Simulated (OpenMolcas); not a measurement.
**W²⁺ among point charges: CASSCF levels and susceptibility**

How does a field of 4 point charges split the states of W²⁺, and what χT follows?

Program: OpenMolcas 26.06. Level of theory: state-averaged CASSCF, spin-orbit coupling by RASSI with atomic mean-field integrals. These are calculated values, not measurements, unless marked.

## (1) The atom as given

| Quantity | Value |
| --- | --- |
| Species | W²⁺ (tungsten, Z = 74, 72 electrons) |
| Basis | ANO-RCC-VDZP [7s6p4d2f1g], 68 functions |
| Scalar Hamiltonian | DKH2, point nucleus |
| Inactive shells | 1s 2s 2p 3s 3p 3d 4s 4p 4d 4f 5s 5p |
| Active space | 4 electrons in 5 orbitals (5d) |
| Some configurations of this space | 5d4 |
| Orbitals | optimised for each spin and parity, averaged over all roots |

The outer shells:

5d4
```
5d [↑ ][↑ ][↑ ][↑ ][  ]
```

The ion sits among 4 point charges of -1.5 e arranged as a square (D4h), 1.94 Å from the ion. The active orbitals were held to one l.

The work runs as a chain of OpenMolcas steps in one folder; each step below is one input file. The outputs are cut to the sections that carry results. Labels, J, g values, rates, χT and fits are worked out afterwards by a script from the matrices that RASSI stores. The input lists half of the charges; inversion (Group=XYZ) makes the rest.

## (2) GATEWAY and SEWARD: basis and integrals

a.inp

```
&GATEWAY
Coord
1

W 0.0 0.0 0.0
Basis=ANO-RCC-VDZP
Group=XYZ
NoMove
AngMom=0.0 0.0 0.0
AMFI
XField
2 Angstrom 0
1.940000 0.000000 0.000000 -1.500000
0.000000 1.940000 0.000000 -1.500000
&SEWARD
```

## (3) CASSCF: quintets of even parity, 5 roots

a.inp

```
&RASSCF
FileOrb=start.orb
Symmetry=1
Spin=5
nActEl=4 0 0
Inactive=15 19
Ras2=5 0
CIRoot=5 5 1
SDav=5
CIMx=300
Iter=120 100
PrWF=0.3
OrbListing=Nothing
MaxOrb=0
SupSym
1
20 4 5 6 7 8 10 11 12 13 14 16 17 18 19 20 23 24 25 26 27
0
>>> COPY $Project.JobIph JOB001
```

start.orb holds the contracted functions of the basis, ordered by shell, or the orbitals of the step before.

## (4) Reference wave functions, triplets of even parity, 45 roots

a.inp

```
&RASSCF
FileOrb=start.orb
Symmetry=1
Spin=3
nActEl=4 0 0
Inactive=15 19
Ras2=5 0
CIRoot=45 45 1
SDav=45
CIMx=300
Iter=120 100
PrWF=0.3
OrbListing=Nothing
MaxOrb=0
SupSym
1
20 4 5 6 7 8 10 11 12 13 14 16 17 18 19 20 23 24 25 26 27
0
>>> COPY $Project.JobIph JOB002
```

## (5) Reference wave functions, singlets of even parity, 50 roots

a.inp

```
&RASSCF
FileOrb=start.orb
Symmetry=1
Spin=1
nActEl=4 0 0
Inactive=15 19
Ras2=5 0
CIRoot=50 50 1
SDav=50
CIMx=300
Iter=120 100
PrWF=0.3
OrbListing=Nothing
MaxOrb=0
SupSym
1
20 4 5 6 7 8 10 11 12 13 14 16 17 18 19 20 23 24 25 26 27
0
>>> COPY $Project.JobIph JOB003
```

## (6) State interaction with spin-orbit coupling

a.inp

```
&RASSI
NrOfJobIphs=3 5 45 50
1 2 3 4 5
1 2 3 4 5 6 7 8 9 10 11 12 13 14 15 16 17 18 19 20 21 22 23 24 25 26 27
28 29 30 31 32 33 34 35 36 37 38 39 40 41 42 43 44 45
1 2 3 4 5 6 7 8 9 10 11 12 13 14 15 16 17 18 19 20 21 22 23 24 25 26 27
28 29 30 31 32 33 34 35 36 37 38 39 40 41 42 43 44 45 46 47 48 49 50
IphNames
JOB001
JOB002
JOB003
EJob
SpinOrbit
DIPRint=1.0
SOCoupling=1000.0
Subsets=2
Property=9
'ANGMOM' 1 'ANGMOM' 2 'ANGMOM' 3 'MLTPL  1' 1 'MLTPL  1' 2 'MLTPL  1' 3
'AMFI' 1 'AMFI' 2 'AMFI' 3
SOProperty=3
'ANGMOM' 1 'ANGMOM' 2 'ANGMOM' 3
```

**Question.** What will these runs give? Wanted: spin-free ground state; first state of the same spin within the active space; lowest level; next level.

As calculated:

| quantity | value |
| --- | --- |
| method | CASSCF |
| spin-free ground state | 5B1, 1-fold in its orbital part |
| first state of the same spin within the active space | 5B2 at 17600 cm⁻¹ |
| lowest level | 1-fold A1 |
| next level | 343.4 cm⁻¹ |
| χT at 300 K | 1.38 cm³ K/mol |
| effective moment at 300 K | 3.33 μB |

The spin-free ground state (5B1) comes to 100 % from free-ion D terms and keeps the highest spin of the shell. χT at 300 K is 1.38, against 3.01 cm³ K/mol for the spin alone, so orbital moment, zero-field splitting or mixing of spin states lowers it. An active space of the d shell alone favours high spin; real ions in strong fields can be low spin. Point charges leave out covalency, so the field and the spin state can differ from those of real complexes. With metal d orbitals alone active, the gaps between spin states are rough; where two lie within a few thousand cm-1, their order is open. This is an electrostatic model: the charges have no orbitals.
